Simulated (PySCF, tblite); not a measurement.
# C₆H₉O₂ radical: geometry, infrared bands and EPR parameters

Aim: predict the infrared bands and EPR parameters of C₆H₉O₂ radical (`CC1(C)[CH]C(=O)CO1`).

The runs use tblite 0.8.0 and PySCF 2.14.0, with density-fitted response routines of our own; the level of theory stands in each step. All values are computed, except where a source is named. Atoms count from 0, in the outputs and in this text.

**1. The molecule as given**

17 atoms, charge 0, multiplicity 2; geometry from: force field or distance geometry start.

Bonds of the start (Å): C0–C1 1.52, C1–C2 1.51, C1–C3 1.48, C3–C4 1.47, C4–O5 1.22, C4–C6 1.49, C6–O7 1.44, O7–C1 1.46, C0–H8 1.10, C0–H9 1.09, C0–H10 1.10, C2–H11 1.10, C2–H12 1.10, C2–H13 1.09, C3–H14 1.06, C6–H15 1.09, C6–H16 1.10.

**2. Relaxing the molecule with GFN2-xTB**

Job settings and geometry (Å):

```
{"job": {"kind": "relax", "xc": "GFN2-xTB", "basis": "xTB"}, "charge": 0, "multiplicity": 2}
C     -1.630800    -0.966800    -0.123100
C     -0.437900    -0.027300    -0.074800
C     -0.827900     1.401300    -0.391300
C      0.664300    -0.496900    -0.949700
C      1.874300    -0.455400    -0.124800
O      2.979700    -0.701900    -0.574900
C      1.530200    -0.009500     1.250900
O      0.094500    -0.065500     1.285800
H     -2.079100    -0.995900    -1.121800
H     -1.365900    -1.987500     0.165200
H     -2.412900    -0.648500     0.588400
H     -1.593700     1.764100     0.316600
H     -1.252000     1.489600    -1.397000
H      0.019800     2.088700    -0.315200
H      0.651800    -0.695400    -1.994700
H      1.853000     1.016100     1.442800
H      1.925600    -0.697200     2.007600
```

The run is started by

```
OMP_NUM_THREADS=1 python probes_run.py task.json out
```

The driver reads the jobs from task.json and runs them one after another.

**Question.** This job is followed by: GFN2-xTB harmonic vibrations, gas phase; UKS B3LYP, pcH-1 on C H O, non-relativistic, mean-field spin-orbit, GIAO. What will the session give for the following? strongest single infrared mode (GFN2-xTB); zero-point energy (GFN2-xTB); g(iso) (B3LYP); ⟨S²⟩; largest a(iso) (averaged by class); potential on the surface of density 0.002 e/bohr³, 1st and 99th percentile.

The runs gave:

| quantity | value |
| --- | --- |
| strongest single infrared mode (GFN2-xTB) | 1649 cm⁻¹, 330 km/mol |
| zero-point energy (GFN2-xTB) | 85.2 kcal/mol |
| g(iso) (B3LYP) | 2.00522 |
| ⟨S²⟩ | 0.762 (exact 0.75) |
| largest a(iso) (averaged by class) | 13C on C3, 62.1 MHz |
| potential on the surface of density 0.002 e/bohr³, 1st and 99th percentile | -1.67 V and 1.31 V |

What this shows: The optimisation took 68 steps and gained 0.251 eV; among the close pairs (by a distance rule), C3–C4 changed most, from 1.465 to 1.416 Å. All 45 modes are real, so the xTB geometry is a minimum. The strongest single mode, at 1649 cm⁻¹, moves mainly C4 and O5. GFN2-xTB is a fitted tight-binding method: band positions and strengths are rough. Its intensities can rank the bands wrongly. C3 carries the largest spin population, 0.80 e. The isotropic g lies 2.9 ppt above the free-electron value. The conformer search found further structures of the same energy, which may be mirror or relabelled copies of this one.
